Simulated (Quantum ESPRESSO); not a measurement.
# CoSi2 (Fm-3m) in Quantum ESPRESSO: relaxation of the atoms with PBEsol

Aim: the relaxation of the atoms of CoSi2 with PBEsol.

Everything below comes from runs of Quantum ESPRESSO 7.5. Logs are shortened: lines on timing, memory, paths and dates and some standing lists are left out, and cuts for length are marked.

### 1 The crystal as given

The structure is cubic, space group Fm-3m (No. 225). Conventional cell: a = 5.301 Å, b = 5.301 Å, c = 5.301 Å, α = 90.00°, β = 90.00°, γ = 90.00°. Co (site symmetry m-3m) has 8 Si at 2.30 Å as nearest neighbours. Around Si (site symmetry -43m) lie 4 Co at 2.30 Å.

The cell was built by a generator and needn't be a form met in nature.

### 2 Relaxation of the atoms, PBEsol

pw.in reads:

```
&CONTROL
  calculation = 'relax'
  prefix = 'pwscf'
  outdir = './tmp'
  pseudo_dir = './pseudo'
  tprnfor = .true.
  disk_io = 'low'
  nstep = 40
  forc_conv_thr = 0.0004
  etot_conv_thr = 1d-05
/
&SYSTEM
  ibrav = 0
  nat = 3
  ntyp = 2
  ecutwfc = 56
  ecutrho = 448
  nbnd = 19
  occupations = 'smearing'
  smearing = 'mp'
  degauss = 0.00734986
/
&ELECTRONS
  conv_thr = 6d-10
  electron_maxstep = 120
  mixing_beta = 0.5
/
&IONS
  ion_dynamics = 'bfgs'
/
ATOMIC_SPECIES
Co    58.9332 co_pbesol_v1.2.uspp.F.UPF
Si    28.0850 si_pbesol_v1.uspp.F.UPF
CELL_PARAMETERS angstrom
   2.1640128584    0.0000000000    3.0603763336
  -1.0820064292    1.8740901095    3.0603763336
  -1.0820064292   -1.8740901095    3.0603763336
ATOMIC_POSITIONS crystal
Co     0.0000000000    0.0000000000    0.0000000000
Si     0.2500000000    0.2500000000    0.2500000000
Si     0.7500000000    0.7500000000    0.7500000000
K_POINTS automatic
16 16 16 0 0 0
```

Potentials or basis: GBRV 1.5 PBEsol.

Launch:

```
$ OMP_NUM_THREADS=1 pw.x -in pw.in > pw.out
```

pw.out:

```text
This program is part of the open-source Quantum ESPRESSO suite
     for quantum simulation of materials; please cite
[... 9 lines left out ...]
     --------------------
     sticks:   dense  smooth     PW     G-vecs:    dense   smooth      PW
     Sum        1531     769    253                39957    14211    2637

     Using Slab Decomposition

     bravais-lattice index     =            0
     lattice parameter (alat)  =       7.0830  a.u.
     unit-cell volume          =     251.2714 (a.u.)^3
     number of atoms/cell      =            3
     number of atomic types    =            2
     number of electrons       =        25.00
     number of Kohn-Sham states=           19
     kinetic-energy cutoff     =      56.0000  Ry
     charge density cutoff     =     448.0000  Ry
     scf convergence threshold =      6.0E-10
     mixing beta               =       0.5000
     number of iterations used =            8  plain     mixing
     energy convergence thresh.=      1.0E-05
     force convergence thresh. =      4.0E-04
     Exchange-correlation= SLA  PW   PSX  PSC
                           (   1   4  10   8   0   0   0)
     nstep                     =           40

     celldm(1)=   7.083034  celldm(2)=   0.000000  celldm(3)=   0.000000
     celldm(4)=   0.000000  celldm(5)=   0.000000  celldm(6)=   0.000000

     crystal axes: (cart. coord. in units of alat)
               a(1) = (   0.577350   0.000000   0.816497 )
               a(2) = (  -0.288675   0.500000   0.816497 )
               a(3) = (  -0.288675  -0.500000   0.816497 )

     reciprocal axes: (cart. coord. in units 2 pi/alat)
               b(1) = (  1.154701  0.000000  0.408248 )
               b(2) = ( -0.577350  1.000000  0.408248 )
               b(3) = ( -0.577350 -1.000000  0.408248 )

     PseudoPot. # 1 for Co read from file:
     co_pbesol_v1.2.uspp.F.UPF
     Pseudo is Ultrasoft + core correction, Zval = 17.0
     Generated by new atomic code, or converted to UPF format
     Using radial grid of  863 points,  6 beta functions with:
                l(1) =   0
                l(2) =   0
                l(3) =   1
                l(4) =   1
                l(5) =   2
                l(6) =   2
     Q(r) pseudized with  8 coefficients,  rinner =    1.200   1.200   1.200
                                                       1.200   1.200

     PseudoPot. # 2 for Si read from file:
     si_pbesol_v1.uspp.F.UPF
     Pseudo is Ultrasoft + core correction, Zval =  4.0
     Generated by new atomic code, or converted to UPF format
     Using radial grid of  899 points,  6 beta functions with:
                l(1) =   0
                l(2) =   0
                l(3) =   1
                l(4) =   1
                l(5) =   2
                l(6) =   2
     Q(r) pseudized with  8 coefficients,  rinner =    0.900   0.900   0.900
                                                       0.900   0.900

     atomic species   valence    mass     pseudopotential
     Co               17.00    58.93320     Co( 1.00)
     Si                4.00    28.08500     Si( 1.00)

     12 Sym. Ops., with inversion, found

   Cartesian axes

     site n.     atom                  positions (alat units)
         1        Co     tau(   1) = (   0.0000000   0.0000000   0.0000000  )
         2        Si     tau(   2) = (   0.0000000   0.0000000   0.6123724  )
         3        Si     tau(   3) = (   0.0000000  -0.0000000   1.8371173  )

     number of k points=   417  Methfessel-Paxton smearing, width (Ry)=  0.0073

     Number of k-points >= 100: set verbosity='high' to print them.

     Dense  grid:    39957 G-vectors     FFT dimensions: (  48,  48,  48)

     Smooth grid:    14211 G-vectors     FFT dimensions: (  36,  36,  36)

     Check: negative core charge=   -0.000010

     Initial potential from superposition of free atoms

     starting charge      23.9987, renormalised to      25.0000
     Starting wfcs are   21 randomized atomic wfcs

     Self-consistent Calculation

     iteration #  1     ecut=    56.00 Ry     beta= 0.50
     Davidson diagonalization with overlap
     ethr =  1.00E-02,  avg # of iterations =  4.1

     total energy              =    -308.20105694 Ry
     estimated scf accuracy    <      15.49703497 Ry

     iteration #  2     ecut=    56.00 Ry     beta= 0.50
     Davidson diagonalization with overlap
     ethr =  1.00E-02,  avg # of iterations =  3.0

     total energy              =    -316.70344684 Ry
     estimated scf accuracy    <      32.37662113 Ry

     iteration #  3     ecut=    56.00 Ry     beta= 0.50
     Davidson diagonalization with overlap
     ethr =  1.00E-02,  avg # of iterations =  2.0

     total energy              =    -317.48018001 Ry
     estimated scf accuracy    <       6.35808212 Ry

     iteration #  4     ecut=    56.00 Ry     beta= 0.50
     Davidson diagonalization with overlap
     ethr =  1.00E-02,  avg # of iterations =  1.2

     total energy              =    -317.69100037 Ry
     estimated scf accuracy    <       1.46768168 Ry

     iteration #  5     ecut=    56.00 Ry     beta= 0.50
     Davidson diagonalization with overlap
     ethr =  5.87E-03,  avg # of iterations =  1.0

     total energy              =    -317.30826283 Ry
     estimated scf accuracy    <       1.00355068 Ry

     iteration #  6     ecut=    56.00 Ry     beta= 0.50
     Davidson diagonalization with overlap
     ethr =  4.01E-03,  avg # of iterations =  1.5

     total energy              =    -317.55660251 Ry
     estimated scf accuracy    <       0.43800241 Ry

     iteration #  7     ecut=    56.00 Ry     beta= 0.50
     Davidson diagonalization with overlap
     ethr =  1.75E-03,  avg # of iterations =  1.0

     total energy              =    -317.51874350 Ry
     estimated scf accuracy    <       0.38869591 Ry

     iteration #  8     ecut=    56.00 Ry     beta= 0.50
     Davidson diagonalization with overlap
     ethr =  1.55E-03,  avg # of iterations =  1.0

     total energy              =    -317.51822041 Ry
     estimated scf accuracy    <       0.09498512 Ry

     iteration #  9     ecut=    56.00 Ry     beta= 0.50
     Davidson diagonalization with overlap
     ethr =  3.80E-04,  avg # of iterations =  1.2

     total energy              =    -317.51563020 Ry
     estimated scf accuracy    <       0.02100905 Ry

     iteration # 10     ecut=    56.00 Ry     beta= 0.50
     Davidson diagonalization with overlap
     ethr =  8.40E-05,  avg # of iterations =  1.5

     total energy              =    -317.51843801 Ry
     estimated scf accuracy    <       0.00197264 Ry

     iteration # 11     ecut=    56.00 Ry     beta= 0.50
     Davidson diagonalization with overlap
     ethr =  7.89E-06,  avg # of iterations =  3.0

     total energy              =    -317.51870854 Ry
     estimated scf accuracy    <       0.00002298 Ry

     iteration # 12     ecut=    56.00 Ry     beta= 0.50
     Davidson diagonalization with overlap
     ethr =  9.19E-08,  avg # of iterations =  3.4

     total energy              =    -317.51871649 Ry
     estimated scf accuracy    <       0.00000359 Ry

     iteration # 13     ecut=    56.00 Ry     beta= 0.50
     Davidson diagonalization with overlap
     ethr =  1.44E-08,  avg # of iterations =  2.2

     total energy              =    -317.51871672 Ry
     estimated scf accuracy    <       0.00000069 Ry

     iteration # 14     ecut=    56.00 Ry     beta= 0.50
     Davidson diagonalization with overlap
     ethr =  2.78E-09,  avg # of iterations =  2.5

     total energy              =    -317.51871688 Ry
     estimated scf accuracy    <       0.00000001 Ry

     iteration # 15     ecut=    56.00 Ry     beta= 0.50
     Davidson diagonalization with overlap
     ethr =  5.38E-11,  avg # of iterations =  4.6

     total energy              =    -317.51871689 Ry
     estimated scf accuracy    <          4.1E-09 Ry

     iteration # 16     ecut=    56.00 Ry     beta= 0.50
     Davidson diagonalization with overlap
     ethr =  1.64E-11,  avg # of iterations =  1.3

     End of self-consistent calculation

     Number of k-points >= 100: set verbosity='high' to print the bands.

     the Fermi energy is    13.1714 ev

!    total energy              =    -317.51871689 Ry
     estimated scf accuracy    <          4.8E-10 Ry
     smearing contrib. (-TS)   =      -0.00003280 Ry
     internal energy E=F+TS    =    -317.51868409 Ry

     The total energy is F=E-TS. E is the sum of the following terms:
     one-electron contribution =    -234.97713177 Ry
     hartree contribution      =     130.89690614 Ry
     xc contribution           =     -41.25596426 Ry
     ewald contribution        =    -172.18249420 Ry

     convergence has been achieved in  16 iterations

     Forces acting on atoms (cartesian axes, Ry/au):

     atom    1 type  1   force =    -0.00000000    0.00000000    0.00000000
     atom    2 type  2   force =    -0.00000000    0.00000000   -0.00000000
     atom    3 type  2   force =     0.00000000   -0.00000000    0.00000000

     Total force =     0.000000     Total SCF correction =     0.000000
     SCF correction compared to forces is large: reduce conv_thr to get better values

     BFGS Geometry Optimization
     Energy error            =      4.5E-17 Ry
     Gradient error          =      4.8E-09 Ry/Bohr

     bfgs converged in   1 scf cycles and   0 bfgs steps
     (criteria: energy <  1.0E-05 Ry, force <  4.0E-04 Ry/Bohr)

     End of BFGS Geometry Optimization

     Final energy             =    -317.5187168931 Ry
Begin final coordinates

ATOMIC_POSITIONS (crystal)
Co               0.0000000000        0.0000000000        0.0000000000
Si               0.2500000000        0.2500000000        0.2500000000
Si               0.7500000000        0.7500000000        0.7500000000
End final coordinates

=------------------------------------------------------------------------------=
   JOB DONE.
=------------------------------------------------------------------------------=
```

Wall time 5.7 min (1 thread of Arm Neoverse V2, shared host); peak memory 0.38 GiB.

Results:

- Free energy: -4320.0622 eV
- Band gap on the k mesh: none (metal or under the smearing width)

Final structure:
```
Co Si
1.0
     2.16401    0.00000    3.06038
    -1.08201    1.87409    3.06038
    -1.08201   -1.87409    3.06038
Co Si
1 2
Direct
  0.00000 0.00000 0.00000
  0.25000 0.25000 0.25000
  0.75000 0.75000 0.75000
```

Levels at points of the mesh, in eV from the Fermi level:
```tsv
k point	band 11	band 12	band 13	band 14	band 15	band 16
(0.00, 0.00, 0.00)	1.10	3.44	3.44	3.44	3.60	3.60
(0.00, 0.00, -0.50)	-1.70	-0.47	-0.47	2.76	3.56	3.56
(0.00, -0.50, -0.50)	-2.03	-2.01	-1.38	1.76	2.92	8.62
(-0.50, -0.50, -0.50)	-1.70	-0.47	-0.47	2.76	3.56	3.56
```

Caveat: the relaxation stopped at its first step, so nothing moved. Spin polarisation is off, so any magnetic state and its effect on volume and gap are missing.
